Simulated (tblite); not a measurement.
# C7H16Si2: the cost of one run

Computed with tblite 0.8.0 and PySCF 2.14.0, with density-fitted response routines of our own, on a single molecule in the gas phase. Atoms count from 0, in the outputs and in this text.

### Step 1. Starting geometry

25 atoms, charge 0, multiplicity 1; geometry from: force field or distance geometry start.

Bonds of the start (Å): C0–C1 1.36, C1–Si2 1.81, Si2–C3 1.90, C3–C4 1.49, C4–C5 1.51, C5–C6 1.50, C6–C7 1.51, C5–Si8 1.89, Si8–Si2 2.25, C0–H9 1.09, C0–H10 1.07, C1–H11 1.08, Si2–H12 1.44, C3–H13 1.12, C3–H14 1.10, C4–H15 1.11, C4–H16 1.12, C5–H17 1.10, C6–H18 1.11, C6–H19 1.10, C7–H20 1.11, C7–H21 1.11, C7–H22 1.12, Si8–H23 1.45, Si8–H24 1.48.

### Step 2. Geometry optimisation with GFN2-xTB

The job: settings as JSON, then the geometry in Å.

```
{"job": {"kind": "relax", "xc": "GFN2-xTB", "basis": "xTB"}, "charge": 0, "multiplicity": 1}
C      3.818700     0.771200     0.646900
C      3.025000     0.367500    -0.382300
Si     1.472500    -0.533400    -0.130300
C      0.364900    -0.145200    -1.622600
C     -0.474200     1.019300    -1.233800
C     -1.256900     0.730600     0.019700
C     -2.086800    -0.500800    -0.167700
C     -2.886300    -0.848800     1.063000
Si     0.094900     0.487400     1.319000
H      4.725000     1.300900     0.365800
H      3.569600     0.607900     1.672200
H      3.355800     0.576100    -1.392900
H      1.596900    -1.943000     0.131300
H      1.080600     0.183400    -2.421400
H     -0.185100    -1.032500    -1.976100
H     -1.234400     1.161700    -2.033200
H      0.119000     1.962500    -1.112000
H     -1.856400     1.600400     0.324700
H     -1.508200    -1.398700    -0.463100
H     -2.802300    -0.290600    -0.975300
H     -3.958000    -1.047000     0.831900
H     -2.442000    -1.678100     1.646800
H     -2.858100     0.049200     1.730300
H     -0.319400    -0.384400     2.407000
H      0.634200     1.787100     1.761500
```

Run with:

```
> OMP_NUM_THREADS=1 python probes_run.py task.json out
```

This one command runs all jobs of the session in turn.

Q: Estimate the wall time of this first job on 1 thread of Arm Neoverse N1, shared host.

About 3.6 s.
